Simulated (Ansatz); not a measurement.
# K+ with NH3: superposition error and deformation

An exercise on one series of results from a longer session: the logs are not shown, and one member is left open.

The runs use Ansatz 0.2.0, Gaussian basis; PBE0-D4 structures, single points in def2-TZVPPD.

Levels: PBE-D4, revPBE-D4, BLYP-D4, r2SCAN-D4, B97M-V, PBE0-D4, B3LYP-D4, HSE06-D4, wB97X-V, wB97M-V, B2PLYP, Hartree-Fock, MP2, CCSD, CCSD(T).

Correlated methods freeze the cores. The outer core shell of Li, Na, Mg and K is correlated. B3LYP uses VWN-RPA correlation. B2PLYP carries no dispersion term here.

129 further runs of the same task are left out: 129 set aside as unsound or not needed.

### The starting structure

The relaxed pair: 5 atoms, charge 1, spin multiplicity 1.

Atoms are counted from 1 here; the program's logs count them from 0.

Bond lengths: K1–N2 2.787 Å, N2–H3 1.017 Å, N2–H4 1.017 Å, N2–H5 1.017 Å. Angles: K1–N2–H3 113.6°, K1–N2–H4 113.6°, K1–N2–H5 113.6°, H3–N2–H4 105.0°, H3–N2–H5 105.0°, H4–N2–H5 105.0°.

As a file:

```xyz
5

K    -0.00489    0.01627   -2.47379
N     0.00065   -0.00208    0.31296
H     0.93200    0.03499    0.71881
H    -0.49830    0.78125    0.72639
H    -0.42946   -0.83054    0.71563
```

Atoms 1 to 1 are fragment A (K+), the rest fragment B (NH3). From earlier runs, pair energy (eV) and counterpoise interaction (kJ/mol):

| method | E(pair) | interaction |
| --- | --- | --- |
| PBE-D4 | -17852.64761 | -82.37 |
| revPBE-D4 | -17857.45317 | -78.49 |
| BLYP-D4 | -17859.93404 | -80.69 |
| r2SCAN-D4 | -17858.70596 | -80.06 |
| B97M-V | -17856.13127 | -79.74 |
| PBE0-D4 | -17854.14417 | -83.05 |
| B3LYP-D4 | -17861.08796 | -82.58 |
| HSE06-D4 | -17853.83182 | -83.02 |
| wB97X-V | -17857.83988 | -82.09 |
| wB97M-V | -17859.07235 | -81.99 |
| B2PLYP | -17855.30079 | -79.38 |
| Hartree-Fock | -17830.43729 | -75.94 |
| MP2 | -17841.03971 | -78.43 |
| CCSD(T) | -17841.94456 | -77.62 |

First each fragment is run alone in its own basis, frozen in the shape it has in the pair (a, b).

Set-up of the first run:

File a/in.yaml:

```yaml
crystal:
  periodic: [false, false, false]
  atoms:
    - {symbol: K, position_ang: [-0.004886, 0.016268, -2.473786]}
basis:
  gaussian: {orbitals: "def2-TZVPPD.json"}
total_charge: 1
hamiltonian: {xc: {name: wB97X-V}}
```

File b/in.yaml:

```yaml
crystal:
  periodic: [false, false, false]
  atoms:
    - {symbol: N, position_ang: [0.000655, -0.002078, 0.312962]}
    - {symbol: H, position_ang: [0.931996, 0.034995, 0.718805]}
    - {symbol: H, position_ang: [-0.498305, 0.781252, 0.726386]}
    - {symbol: H, position_ang: [-0.429460, -0.830537, 0.715633]}
basis:
  gaussian: {orbitals: "def2-TZVPPD.json"}
hamiltonian: {xc: {name: wB97X-V}}
```

The basis file named in the input lies beside it (Basis Set Exchange, JSON).

The same command starts each run, in its folder.

Run with:

```
$ ansatz run in.yaml --threads 2 --pin off --events-out ev --progress --plain --max-ram 5222MiB
```

Steps of the session up to this table: wB97X-V/def2-TZVPPD; wB97M-V/def2-TZVPPD; B2PLYP/def2-TZVPPD; B97M-V/def2-TZVPPD; CCSD(T)/def2-TZVPPD; Relaxing NH3 alone; PBE-D4/def2-TZVPPD; r2SCAN-D4/def2-TZVPPD; PBE0-D4/def2-TZVPPD; B3LYP-D4/def2-TZVPPD; BLYP-D4/def2-TZVPPD; revPBE-D4/def2-TZVPPD; HSE06-D4/def2-TZVPPD.

One table of the session follows, with a row left open; its other results are not shown here.

| method | interaction with counterpoise (kJ/mol) |
| --- | --- |
| PBE-D4 | -82.37 |
| revPBE-D4 | -78.49 |
| BLYP-D4 | -80.69 |
| r2SCAN-D4 | -80.06 |
| B97M-V | -79.74 |
| PBE0-D4 | -83.05 |
| B3LYP-D4 | -82.58 |
| HSE06-D4 | -83.02 |
| wB97X-V | -82.09 |
| wB97M-V | -81.99 |
| B2PLYP | -79.38 |
| Hartree-Fock | -75.94 |
| MP2 | -78.43 |
| CCSD | ? |
| CCSD(T) | -77.62 |

Estimate the missing values for CCSD.

The run gave: interaction with counterpoise (kJ/mol): -77.60. In the column «interaction with counterpoise (kJ/mol)» it lies between CCSD(T) (-77.62) and Hartree-Fock (-75.94).
